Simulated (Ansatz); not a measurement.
# BaY: the cost of one run

Program: Ansatz 0.2.0. Level of theory: DFT PBE, scalar-relativistic, plane waves, PAW. These are calculated values, not measurements.

## 1. The starting structure

Symmetry: Cmcm, No. 63, orthorhombic system. The conventional cell has a = 4.587 Å, b = 12.102 Å, c = 4.556 Å, α = 90.00°, β = 90.00°, γ = 90.00°. Around Ba (site symmetry m2m) lie 7 Y at 3.30 to 3.68 Å. Y (site symmetry m2m) has 2 Y at 2.58 Å as nearest neighbours.

Structure file:

```xyz
4
Lattice="2.2933 -6.0509 0.0000 2.2933 6.0509 0.0000 0.0000 0.0000 4.5556" Properties=species:S:1:pos:R:3 pbc="T T T"
Ba    2.2933   -4.2840    3.4167
Ba    2.2933    4.2840    1.1389
Y     2.2933   -0.6051    3.4167
Y     2.2933    0.6051    1.1389
```

This is candidate A: CrB type (Cmcm, No. 63).

(A quick probe on a coarse mesh, which set the mesh and smearing, is not shown.)

## 3. Rough relaxation on the coarse mesh (candidate A)

input.yaml reads:

```yaml
crystal:
  lattice:
    - [2.2932885244, -6.0508727621, 0.0]
    - [2.2932885244, 6.0508727621, 0.0]
    - [0.0, 0.0, 4.5555866634]
  atoms:
    - { symbol: Ba, position: [0.854, 0.146, 0.75] }
    - { symbol: Ba, position: [0.146, 0.854, 0.25] }
    - { symbol: "Y", position: [0.55, 0.45, 0.75] }
    - { symbol: "Y", position: [0.45, 0.55, 0.25] }
basis:
  ecutwfc: 420
kpoints:
  mp_grid: { grid: [4, 4, 4] }
hamiltonian:
  xc: pbe
scf:
  occupations: { method: gaussian, width: 0.1 }
  lower_state_search: "off"
output:
  forces: true
  stress: true
  eigenvalues: true
relax:
  adjacent_minimum: "off"
  f_tol: 0.04
  max_steps: 70
  cell: { stress_tol: 0.4 }
```

Run with:

```sh
ansatz run input.yaml --threads 1 --pin off --max-ram 2560MiB --backend cpu --events-out ev --progress --plain --runs-dir out
```

**Question.** How long does this run take on 1 thread of Arm Neoverse V1, shared host, and how much memory does it need?

About 1.7 min, with a peak of 0.48 GiB.
